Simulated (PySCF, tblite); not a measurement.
# C6H7F: geometry, infrared bands and NMR shifts

Aim: predict the infrared bands and NMR shifts of C6H7F (`CC1=C(F)CC=C1`).

Computed with tblite 0.8.0 and PySCF 2.14.0, with density-fitted response routines of our own, on a single molecule in the gas phase. Atoms are numbered from 0 throughout.

### 1 The starting structure

14 atoms, charge 0, multiplicity 1; geometry from: force field or distance geometry start.

Bonds of the start (Å): C0–C1 1.50, C1–C2 1.34, C2–F3 1.32, C2–C4 1.51, C4–C5 1.51, C5–C6 1.35, C6–C1 1.44, C0–H7 1.09, C0–H8 1.09, C0–H9 1.09, C4–H10 1.09, C4–H11 1.10, C5–H12 1.08, C6–H13 1.08.

### 2 Relaxing the molecule with GFN2-xTB

Job settings and geometry (Å):

```
{"job": {"kind": "relax", "xc": "GFN2-xTB", "basis": "xTB"}, "charge": 0, "multiplicity": 1}
C      2.059800     0.004700    -0.244700
C      0.574100     0.002700    -0.077900
C     -0.177900    -0.945300     0.504200
F      0.279500    -2.076100     1.021400
C     -1.629800    -0.549600     0.474400
C     -1.557800     0.786300    -0.226300
C     -0.274300     1.078100    -0.522900
H      2.318600     0.068900    -1.301300
H      2.514500    -0.901800     0.167000
H      2.490800     0.866700     0.272100
H     -2.042300    -0.450700     1.474000
H     -2.227300    -1.263000    -0.110200
H     -2.410900     1.412500    -0.433500
H      0.082300     1.966000    -1.018300
```

Launch:

```bash
$ OMP_NUM_THREADS=1 python probes_run.py task.json out
```

The driver reads the jobs from task.json and runs them one after another.

The log of the run:

```text
step      E/eV     max force
  0    -574.50064    1.274
  1    -574.52838    0.497
  2    -574.53535    0.345
  3    -574.54122    0.237
  4    -574.54604    0.149
  5    -574.54844    0.114
  6    -574.54993    0.122
  7    -574.55109    0.101
  8    -574.55190    0.076
  9    -574.55222    0.038
 10    -574.55233    0.032
 11    -574.55242    0.021
 12    -574.55248    0.016
 13    -574.55250    0.010
 14    -574.55251    0.008
```

Wall time 0.08 s (1 thread of Arm Neoverse V1, shared host).

Relaxation path:

```csv
step,energy from step 0 (eV),largest force (eV/Å)
0,0.0000,1.2736
1,-0.0277,0.4973
2,-0.0347,0.3453
3,-0.0406,0.2375
4,-0.0454,0.1487
5,-0.0478,0.1137
6,-0.0493,0.1215
7,-0.0505,0.1010
8,-0.0513,0.0761
9,-0.0516,0.0382
10,-0.0517,0.0321
11,-0.0518,0.0215
12,-0.0518,0.0157
13,-0.0519,0.0100
14,-0.0519,0.0081
```

Close pairs (by a distance rule), those that changed most:

```csv
bond,before (Å),after (Å),change (Å)
C2–F3,1.325,1.346,+0.021
C4–C5,1.510,1.494,-0.016
C1–C6,1.440,1.455,+0.015
C2–C4,1.505,1.491,-0.014
C5–C6,1.349,1.339,-0.011
C0–H8,1.095,1.087,-0.008
C4–H11,1.099,1.092,-0.007
C0–C1,1.495,1.489,-0.006
```

The next job starts from the end point, and lists it.

### 3 Harmonic vibrations with GFN2-xTB

Job settings and geometry (Å):

```
{"job": {"kind": "ir", "xc": "GFN2-xTB", "basis": "xTB"}, "charge": 0, "multiplicity": 1}
C      2.078900     0.009448    -0.247229
C      0.599868     0.009834    -0.078917
C     -0.180450    -0.922202     0.488282
F      0.216582    -2.085714     1.035715
C     -1.621555    -0.539440     0.462071
C     -1.555224     0.786925    -0.222298
C     -0.283444     1.078450    -0.521401
H      2.339879     0.076173    -1.302926
H      2.507444    -0.900085     0.165834
H      2.515578     0.868685     0.260859
H     -2.042968    -0.466959     1.466878
H     -2.225836    -1.261531    -0.091028
H     -2.425754     1.383229    -0.422251
H      0.076303     1.962714    -1.015756
```

The log of the run:

```text
mode    cm-1     km/mol
  1     100.9      0.14
  2     202.9      8.94
  3     232.7      3.67
  4     273.3      1.57
  5     383.4      2.91
  6     403.4      6.36
  7     529.4      6.51
  8     583.4      9.44
  9     689.6      6.68
 10     739.7     17.17
 11     835.1     19.84
 12     856.3      2.83
 13     899.6      0.01
 14     968.1      2.56
 15    1016.4     11.24
 16    1028.6      0.97
 17    1049.4      8.35
 18    1058.3     27.17
 19    1145.0     35.87
 20    1176.5     13.93
 21    1231.3     26.42
 22    1287.0     66.51
 23    1348.7     35.57
 24    1394.3     27.81
 25    1403.9      6.29
 26    1472.7      5.43
 27    1479.5      2.15
 28    1591.2     35.01
 29    1705.4     57.96
 30    2958.9      8.10
 31    2982.8      9.68
 32    3003.6     25.91
 33    3016.6     25.75
 34    3049.5     17.35
 35    3132.0     14.47
 36    3147.7     36.37
```

Run time: 0.34 s. Hardware: 1 thread of Arm Neoverse V1, shared host.

The strongest bands and the atoms that carry them (share of the mass-weighted mode):

```csv
cm⁻¹,km/mol,atoms
1058,27.2,"H13 29 %, H12 22 %"
1145,35.9,"H13 31 %, C2 16 %, C1 11 %"
1287,66.5,"C4 30 %, C2 30 %, C5 10 %"
1349,35.6,"C1 38 %, C6 20 %"
1394,27.8,"H10 44 %, H11 44 %"
1591,35.0,"C5 45 %, C6 38 %"
1705,58.0,"C1 45 %, C2 39 %"
3148,36.4,"H12 63 %, H13 28 %"
```

### 4 Shielding tensors: PBE0/pcSseg-1

Settings changed since step 3:

```diff
@@ -1,2 +1,2 @@
-{"job": {"kind": "ir", "xc": "GFN2-xTB", "basis": "xTB"}, "charge": 0, "multiplicity": 1}
+{"job": {"kind": "nmr", "xc": "PBE0", "basis": "pcSseg-1"}, "charge": 0, "multiplicity": 1}
 C      2.078900     0.009448    -0.247229
```

Method: GIAO PBE0/pcSseg-1 NMR shielding, non-relativistic, gas phase.

The log of the run:

```text
coarse grid: 11944 points
cycle   1  E = -332.1385968572  dE =  1.116e+00  |g| = 5.126e-01  |ddm| = 3.458e+00
cycle   2  E = -332.1080490375  dE =  3.055e-02  |g| = 6.536e-01  |ddm| = 9.785e-01
cycle   3  E = -332.1926869536  dE = -8.464e-02  |g| = 1.058e-01  |ddm| = 5.611e-01
cycle   4  E = -332.1952445535  dE = -2.558e-03  |g| = 3.790e-02  |ddm| = 1.367e-01
cycle   5  E = -332.1955434255  dE = -2.989e-04  |g| = 1.171e-02  |ddm| = 3.921e-02
cycle   6  E = -332.1955678455  dE = -2.442e-05  |g| = 3.812e-03  |ddm| = 1.380e-02
cycle   7  E = -332.1955711449  dE = -3.299e-06  |g| = 8.667e-04  |ddm| = 4.283e-03
final grid: 116456 points
cycle   8  E = -332.2438523204  dE = -3.270e-05  |g| = 7.319e-03  |ddm| = 3.512e-02
cycle   9  E = -332.2438456720  dE =  6.648e-06  |g| = 9.414e-03  |ddm| = 1.561e-02
cycle  10  E = -332.2438656558  dE = -1.998e-05  |g| = 1.596e-03  |ddm| = 9.382e-03
cycle  11  E = -332.2438661382  dE = -4.824e-07  |g| = 2.528e-04  |ddm| = 1.559e-03
cycle  12  E = -332.2438661487  dE = -1.051e-08  |g| = 1.558e-04  |ddm| = 3.273e-04
cycle  13  E = -332.2438661541  dE = -5.337e-09  |g| = 1.771e-05  |ddm| = 1.336e-04
cycle  14  E = -332.2438661541  dE = -6.924e-11  |g| = 3.253e-06  |ddm| = 1.930e-05
converged SCF energy = -332.2438661541

GIAO shielding tensors (ppm)
atom      isotropic    diamagn.    paramagn.     s11        s22        s33       span
  0 C      175.050     243.353     -68.303    160.590    177.864    186.697     26.107
  1 C       64.262     263.071    -198.809    -23.213     69.398    146.602    169.815
  2 C       12.463     249.650    -237.187    -65.985     47.733     55.639    121.624
  3 F      306.813     474.653    -167.840    193.656    286.039    440.743    247.087
  4 C      145.379     253.420    -108.041    139.052    139.879    157.207     18.155
  5 C       59.451     255.855    -196.405    -48.668     69.610    157.410    206.078
  6 C       44.557     250.928    -206.370    -59.033     53.634    139.071    198.105
  7 H       29.895      27.899       1.996     25.559     27.485     36.639     11.080
  8 H       29.275      28.630       0.645     24.286     29.290     34.250      9.964
  9 H       29.896      27.906       1.990     25.557     27.489     36.641     11.084
 10 H       28.598      29.227      -0.629     24.573     26.847     34.374      9.801
 11 H       28.594      29.214      -0.620     24.571     26.842     34.370      9.799
 12 H       25.704      31.362      -5.658     24.228     25.613     27.270      3.043
 13 H       25.192      32.288      -7.096     23.860     24.331     27.386      3.526
```

Wall time 16 s (1 thread of Arm Neoverse V1, shared host); peak memory 0.71 GiB.

Shifts follow as δ = σ(reference) − σ, with reference shieldings (ppm) from runs at the same level and on the same kind of geometry: 1H TMS 31.72, 13C TMS 186.9, 19F CFCl3 170.9. The references are single molecules in the gas phase, so shifts against H2O, NH3, PH3, H3PO4 or CFCl3 are not on the usual liquid scales and can be off by tens of ppm. Atoms listed in one row are averaged.

```csv
atoms,environment,σ (ppm),δ (ppm),δ scaled to CDCl3
C2,fully substituted alkene carbon,12.5,174.5,168.4
C6,alkene CH,44.6,142.4,137.0
C5,alkene CH,59.5,127.5,122.5
C1,fully substituted alkene carbon,64.3,122.7,117.8
C4,allylic sp3 CH2,145.4,41.5,38.6
C0,allylic methyl carbon,175.0,11.9,9.7
H13,hydrogen on an alkene CH,25.19,6.52,6.26
H12,hydrogen on an alkene CH,25.70,6.01,5.77
"H10, H11",hydrogen on an allylic sp3 CH2,28.60,3.12,3.05
"H7, H8, H9",hydrogen on an allylic methyl carbon,29.69,2.03,2.02
F3,vinylic fluorine,306.8,-135.9,–
```

The scaled column applies a straight-line fit of computed shieldings to shifts measured in CDCl3, and one for carbons that bear F (root-mean-square error 0.16 ppm for H, 1.9 ppm for C).

The run also stored atomic charges by several schemes (e):

```csv
atoms,Mulliken,IAO,Hirshfeld,ESP fit
C0,-0.11,-0.43,-0.12,-0.64
C1,-0.39,-0.06,-0.03,0.28
C2,0.27,0.26,0.08,0.10
F3,-0.28,-0.27,-0.09,-0.17
C4,-0.15,-0.30,-0.08,-0.15
C5,-0.17,-0.17,-0.06,-0.25
C6,-0.03,-0.16,-0.06,-0.36
```

Mayer bond orders: C0–C1 1.06, C1–C2 1.69, C2–F3 0.95, C2–C4 1.09, C4–C5 1.04, C5–C6 1.78, C6–C1 1.07.

Ring of atoms C1, C2, C4, C5, C6: NICS(0) -4.0, NICS(1) -4.8, NICS(1)zz -7.8 ppm (means of both faces).

### 5 Summary of results

```
                                                              quantity                                       value
                             strongest single infrared mode (GFN2-xTB)                        1287 cm⁻¹, 67 km/mol
                                          zero-point energy (GFN2-xTB)                               69.2 kcal/mol
                                13C shifts against TMS (PBE0/pcSseg-1)  174.5, 142.4, 127.5, 122.7, 41.5, 11.9 ppm
1H shifts against TMS (PBE0/pcSseg-1, means over atoms taken as alike)                  6.52, 6.01, 3.12, 2.03 ppm
                              19F shifts against CFCl3 (PBE0/pcSseg-1)                                  -135.9 ppm
```

**Reading.** The optimisation took 14 steps and gained 0.052 eV; among the close pairs (by a distance rule), C2–F3 changed most, from 1.325 to 1.346 Å. All 36 modes are real, so the xTB geometry is a minimum. The strongest single mode, at 1287 cm⁻¹, is spread over many atoms; the largest shares are those of C4, C2. Unscaled tight-binding wavenumbers are off by several per cent, some by more. Its intensities can rank the bands wrongly. At PBE0/pcSseg-1: The widest tensor belongs to F3: span 247 ppm, with a paramagnetic part of -168 ppm.
